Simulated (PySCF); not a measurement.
# C4H14BNSi: NMR shifts at several levels of theory, part 2 of 2

PySCF 2.14.0. Atoms count from 0.

### 5 Nuclear shieldings: wB97X-D/pcSseg-2

What the job is given:

```
{"job": {"kind": "nmr", "xc": "wB97X-D", "basis": "pcSseg-2", "pop": false}, "charge": 0, "multiplicity": 1}
B      2.877438     1.146148    -0.068453
N      1.966734     0.238067     0.451872
C      0.646921     0.509653     0.991662
Si    -0.760655    -0.211099    -0.072679
C     -2.391460     0.084298     0.817684
C     -0.463023    -2.059260    -0.288876
C     -0.743367     0.638756    -1.748120
H      2.601006     2.325961    -0.063578
H      3.924581     0.731842    -0.512696
H      2.203027    -0.748418     0.435396
H      0.518685     1.602438     1.052617
H      0.564224     0.132299     2.028365
H     -3.238807    -0.308673     0.233828
H     -2.403764    -0.411060     1.801542
H     -2.566987     1.159838     0.978747
H      0.501606    -2.255418    -0.784087
H     -0.464335    -2.584839     0.679479
H     -1.248445    -2.511303    -0.915185
H     -1.503748     0.212896    -2.421512
H      0.239985     0.524453    -2.230547
H     -0.944456     1.717001    -1.647831
```

Method: GIAO wB97X-D/pcSseg-2 NMR shielding, non-relativistic, gas phase.

Output:

```text
coarse grid: 16800 points
cycle   1  E = -529.9817711106  dE =  4.019e-01  |g| = 4.398e-01  |ddm| = 2.927e+00
cycle   2  E = -530.0091705768  dE = -2.740e-02  |g| = 3.199e-01  |ddm| = 5.001e-01
cycle   3  E = -530.0313235299  dE = -2.215e-02  |g| = 5.593e-02  |ddm| = 1.808e-01
cycle   4  E = -530.0318975494  dE = -5.740e-04  |g| = 3.054e-02  |ddm| = 5.124e-02
cycle   5  E = -530.0320918647  dE = -1.943e-04  |g| = 3.560e-03  |ddm| = 2.093e-02
cycle   6  E = -530.0320955624  dE = -3.698e-06  |g| = 1.122e-03  |ddm| = 5.267e-03
final grid: 154168 points
cycle   7  E = -530.0467952464  dE = -3.259e-04  |g| = 8.558e-03  |ddm| = 6.117e-02
cycle   8  E = -530.0467993903  dE = -4.144e-06  |g| = 7.918e-03  |ddm| = 1.102e-02
cycle   9  E = -530.0468120537  dE = -1.266e-05  |g| = 9.899e-04  |ddm| = 4.015e-03
cycle  10  E = -530.0468122182  dE = -1.646e-07  |g| = 5.509e-04  |ddm| = 9.773e-04
cycle  11  E = -530.0468122863  dE = -6.806e-08  |g| = 4.560e-05  |ddm| = 4.017e-04
cycle  12  E = -530.0468122874  dE = -1.079e-09  |g| = 1.851e-05  |ddm| = 1.217e-04
cycle  13  E = -530.0468122875  dE = -1.271e-10  |g| = 4.006e-06  |ddm| = 3.515e-05
converged SCF energy = -530.0468122875

GIAO shielding tensors (ppm)
atom      isotropic    diamagn.    paramagn.     s11        s22        s33       span
  0 B       62.487     194.303    -131.816     27.134     47.837    112.490     85.355
  1 N      128.892     323.658    -194.766      3.822    167.020    215.833    212.011
  2 C      140.792     248.232    -107.441    119.414    125.092    177.869     58.455
  3 Si     340.861     880.569    -539.707    330.419    340.827    351.338     20.918
  4 C      187.451     245.357     -57.906    184.464    186.838    191.051      6.586
  5 C      188.668     248.780     -60.111    183.484    186.336    196.185     12.700
  6 C      189.375     248.410     -59.035    182.966    187.103    198.055     15.090
  7 H       26.684      30.758      -4.074     23.756     26.472     29.823      6.067
  8 H       26.813      28.956      -2.143     24.695     26.357     29.388      4.693
  9 H       27.075      34.356      -7.282     21.359     28.989     30.876      9.517
 10 H       28.540      33.792      -5.252     25.324     28.920     31.376      6.052
 11 H       28.776      32.265      -3.488     24.194     28.881     33.253      9.059
 12 H       31.310      30.053       1.257     27.313     28.707     37.910     10.597
 13 H       31.429      30.842       0.587     27.286     29.010     37.990     10.704
 14 H       31.415      30.976       0.438     27.196     28.982     38.067     10.871
 15 H       31.154      33.138      -1.984     26.878     29.452     37.132     10.254
 16 H       31.465      31.867      -0.403     27.632     28.391     38.371     10.739
 17 H       31.337      31.019       0.318     27.291     28.794     37.926     10.635
 18 H       31.491      31.174       0.317     27.375     28.921     38.178     10.803
 19 H       31.020      33.007      -1.987     26.678     29.521     36.860     10.183
 20 H       31.535      32.225      -0.690     27.624     28.445     38.537     10.913
```

Wall time 4.7 min (8 threads of Intel Xeon at 2.50GHz (Skylake/Cascade Lake), shared host).

This run: δ C2 43.6, C4 -4.1, B0 37.5, N1 131.2, H7 4.61, H9 4.28 ppm (means over like atoms).

### 6 Shielding tensors: KT2/pcSseg-2

The job, as its differences from that of step 5:

```diff
@@ -1,2 +1,2 @@
-{"job": {"kind": "nmr", "xc": "wB97X-D", "basis": "pcSseg-2", "pop": false}, "charge": 0, "multiplicity": 1}
+{"job": {"kind": "nmr", "xc": "KT2", "basis": "pcSseg-2", "pop": false}, "charge": 0, "multiplicity": 1}
 B      2.877438     1.146148    -0.068453
```

Level: GIAO KT2/pcSseg-2 NMR shielding, non-relativistic, gas phase.

Output:

```text
coarse grid: 16800 points
cycle   1  E = -536.6340315059  dE =  1.461e-01  |g| = 7.572e-01  |ddm| = 2.912e+00
cycle   2  E = -536.4602311370  dE =  1.738e-01  |g| = 1.094e+00  |ddm| = 1.420e+00
cycle   3  E = -536.7858584235  dE = -3.256e-01  |g| = 1.641e-01  |ddm| = 9.191e-01
cycle   4  E = -536.7917802025  dE = -5.922e-03  |g| = 6.657e-02  |ddm| = 1.445e-01
cycle   5  E = -536.7927509255  dE = -9.707e-04  |g| = 1.420e-02  |ddm| = 4.821e-02
cycle   6  E = -536.7928027664  dE = -5.184e-05  |g| = 4.948e-03  |ddm| = 1.922e-02
cycle   7  E = -536.7928088944  dE = -6.128e-06  |g| = 7.256e-04  |ddm| = 4.909e-03
final grid: 154168 points
cycle   8  E = -536.8251003354  dE = -4.725e-04  |g| = 1.575e-02  |ddm| = 1.498e-01
cycle   9  E = -536.8250639283  dE =  3.641e-05  |g| = 1.809e-02  |ddm| = 2.031e-02
cycle  10  E = -536.8251326155  dE = -6.869e-05  |g| = 4.661e-03  |ddm| = 1.387e-02
cycle  11  E = -536.8251369733  dE = -4.358e-06  |g| = 1.739e-03  |ddm| = 3.378e-03
cycle  12  E = -536.8251377042  dE = -7.309e-07  |g| = 2.333e-04  |ddm| = 1.232e-03
cycle  13  E = -536.8251377130  dE = -8.791e-09  |g| = 1.166e-04  |ddm| = 2.928e-04
cycle  14  E = -536.8251377171  dE = -4.152e-09  |g| = 1.158e-05  |ddm| = 1.284e-04
cycle  15  E = -536.8251377172  dE = -3.274e-11  |g| = 3.415e-06  |ddm| = 1.394e-05
converged SCF energy = -536.8251377172

GIAO shielding tensors (ppm)
atom      isotropic    diamagn.    paramagn.     s11        s22        s33       span
  0 B       65.277     194.134    -128.857     34.628     51.536    109.667     75.039
  1 N      118.582     319.523    -200.941     -0.732    152.343    204.135    204.867
  2 C      134.990     248.703    -113.713    110.743    119.930    174.297     63.553
  3 Si     353.483     883.286    -529.803    343.506    351.497    365.447     21.941
  4 C      185.637     245.531     -59.893    181.724    184.539    190.648      8.924
  5 C      187.091     248.787     -61.697    180.592    184.754    195.925     15.332
  6 C      187.751     248.174     -60.423    179.939    185.503    197.810     17.871
  7 H       26.558      30.541      -3.983     23.829     26.392     29.453      5.624
  8 H       26.724      28.121      -1.397     24.729     26.224     29.220      4.491
  9 H       26.487      33.877      -7.391     21.082     28.451     29.928      8.846
 10 H       28.163      33.529      -5.366     25.127     28.684     30.678      5.551
 11 H       28.256      31.843      -3.587     23.645     28.581     32.541      8.896
 12 H       31.105      29.944       1.160     27.181     28.597     37.537     10.356
 13 H       31.253      30.685       0.567     27.173     28.895     37.689     10.516
 14 H       31.246      30.823       0.422     27.082     28.863     37.792     10.709
 15 H       30.942      32.792      -1.850     26.718     29.308     36.800     10.082
 16 H       31.313      31.614      -0.300     27.521     28.258     38.161     10.639
 17 H       31.184      30.848       0.335     27.221     28.777     37.553     10.331
 18 H       31.352      30.984       0.367     27.317     28.938     37.801     10.484
 19 H       30.764      32.611      -1.847     26.476     29.339     36.476     10.000
 20 H       31.397      31.956      -0.559     27.525     28.323     38.344     10.820
```

Run time: 5.5 min. Hardware: 8 threads of Intel Xeon at 2.50GHz (Skylake/Cascade Lake), shared host.

In short: δ C2 47.3, C4 -4.5, B0 33.0, N1 141.5, H9 4.69, H7 4.54 ppm (means over like atoms).

### 7 Nuclear shieldings: HF/pcSseg-2

The job, as its differences from that of step 6:

```diff
@@ -1,2 +1,2 @@
-{"job": {"kind": "nmr", "xc": "KT2", "basis": "pcSseg-2", "pop": false}, "charge": 0, "multiplicity": 1}
+{"job": {"kind": "nmr", "xc": "HF", "basis": "pcSseg-2", "pop": false}, "charge": 0, "multiplicity": 1}
 B      2.877438     1.146148    -0.068453
```

Level: GIAO HF/pcSseg-2 NMR shielding, non-relativistic, gas phase.

Output:

```text
final grid: 154168 points
cycle   1  E = -527.7693279068  dE =  7.373e-01  |g| = 4.375e-01  |ddm| = 2.886e+00
cycle   2  E = -527.8399110500  dE = -7.058e-02  |g| = 1.218e-01  |ddm| = 5.151e-01
cycle   3  E = -527.8458039475  dE = -5.893e-03  |g| = 4.351e-02  |ddm| = 1.815e-01
cycle   4  E = -527.8463837530  dE = -5.798e-04  |g| = 8.015e-03  |ddm| = 4.597e-02
cycle   5  E = -527.8464117888  dE = -2.804e-05  |g| = 2.232e-03  |ddm| = 1.158e-02
cycle   6  E = -527.8464144425  dE = -2.654e-06  |g| = 9.088e-04  |ddm| = 4.141e-03
cycle   7  E = -527.8464147724  dE = -3.299e-07  |g| = 2.445e-04  |ddm| = 1.280e-03
cycle   8  E = -527.8464148160  dE = -4.364e-08  |g| = 7.442e-05  |ddm| = 4.902e-04
cycle   9  E = -527.8464148197  dE = -3.662e-09  |g| = 2.373e-05  |ddm| = 1.233e-04
cycle  10  E = -527.8464148202  dE = -4.604e-10  |g| = 8.190e-06  |ddm| = 4.512e-05
converged SCF energy = -527.8464148202

GIAO shielding tensors (ppm)
atom      isotropic    diamagn.    paramagn.     s11        s22        s33       span
  0 B       74.571     192.443    -117.872     40.462     64.120    119.130     78.667
  1 N      153.740     326.036    -172.296     32.258    196.862    232.100    199.842
  2 C      154.463     244.987     -90.523    136.715    139.757    186.917     50.202
  3 Si     382.901     877.626    -494.725    372.892    383.702    392.110     19.218
  4 C      194.235     243.330     -49.095    192.166    194.282    196.258      4.092
  5 C      195.149     246.375     -51.226    191.400    192.752    201.294      9.895
  6 C      195.853     246.196     -50.343    190.898    193.534    203.128     12.230
  7 H       27.235      31.000      -3.766     24.650     26.560     30.494      5.844
  8 H       27.350      28.955      -1.605     25.249     26.450     30.352      5.104
  9 H       28.116      34.959      -6.843     21.555     29.655     33.139     11.584
 10 H       29.153      33.660      -4.507     25.648     29.305     32.507      6.859
 11 H       29.433      32.202      -2.769     24.586     29.274     34.440      9.855
 12 H       31.657      30.184       1.473     27.471     28.885     38.615     11.144
 13 H       31.752      31.017       0.736     27.437     29.200     38.620     11.183
 14 H       31.750      31.171       0.580     27.367     29.182     38.701     11.333
 15 H       31.486      33.367      -1.880     27.028     29.670     37.761     10.733
 16 H       31.768      32.039      -0.271     27.807     28.569     38.928     11.122
 17 H       31.665      31.126       0.540     27.436     28.910     38.650     11.214
 18 H       31.799      31.256       0.543     27.502     29.005     38.890     11.388
 19 H       31.388      33.307      -1.918     26.877     29.745     37.543     10.666
 20 H       31.832      32.421      -0.588     27.783     28.641     39.073     11.290
```

Run time: 2.7 min. Hardware: 8 threads of Intel Xeon at 2.50GHz (Skylake/Cascade Lake), shared host.

This run: δ C2 37.0, C4 -3.6, B0 39.9, N1 107.0, H7 4.39, H9 3.57 ppm (means over like atoms).

### 8 Side by side: NMR shifts

Isotropic shieldings (ppm) of some atoms, chosen among heavy atoms and hydrogens apart, means over like atoms, with basis size and wall time:

```
             run     C2     C4     H9    H10    B0     N1    Si3  functions     time
   PBE0/pcSseg-2  139.4  188.4  26.77  28.46  61.4  123.8  342.4        455  4.3 min
    PBE/pcSseg-2  131.5  183.9  26.38  28.25  57.4  111.4  325.2        455  2.7 min
wB97X-D/pcSseg-2  140.8  188.5  27.07  28.66  62.5  128.9  340.9        455  4.7 min
    KT2/pcSseg-2  135.0  186.8  26.49  28.21  65.3  118.6  353.5        455  5.5 min
     HF/pcSseg-2  154.5  195.1  28.12  29.29  74.6  153.7  382.9        455  2.7 min
```

### 9 What came out

This closing draws on all 2 parts.

```
                                                               quantity                       value
                                                            point group                          C1
                                   rotational constants (main isotopes)        2.90, 1.25, 1.23 GHz
¹³C shifts against TMS (PBE0/pcSseg-2, means over atoms taken as alike)              44.7, -4.3 ppm
 ¹H shifts against TMS (PBE0/pcSseg-2, means over atoms taken as alike)  4.65, 4.47, 2.78, 0.00 ppm
                            ¹¹B shifts against BF3·OEt2 (PBE0/pcSseg-2)                    37.7 ppm
                                 ¹⁵N shifts against NH3 (PBE0/pcSseg-2)                   137.9 ppm
                                ²⁹Si shifts against TMS (PBE0/pcSseg-2)                    -1.1 ppm
                                          range of the shielding of Si3          325.2 to 382.9 ppm
```

Single values in the summary come from the first sound run of each kind (PBE0/pcSseg-2), which need not be the best level. Relaxing lowered the energy by 0.120 eV in 9 steps; the close pair that moved most is B0–H7, from 1.173 to 1.212 Å. At PBE0/pcSseg-2: The largest span, 217 ppm, is at N1, where the paramagnetic term is -199 ppm. In ppm, Si3 moves most: its shielding spreads over 57.7 ppm, from 325.2 (PBE/pcSseg-2) to 382.9 (HF/pcSseg-2).
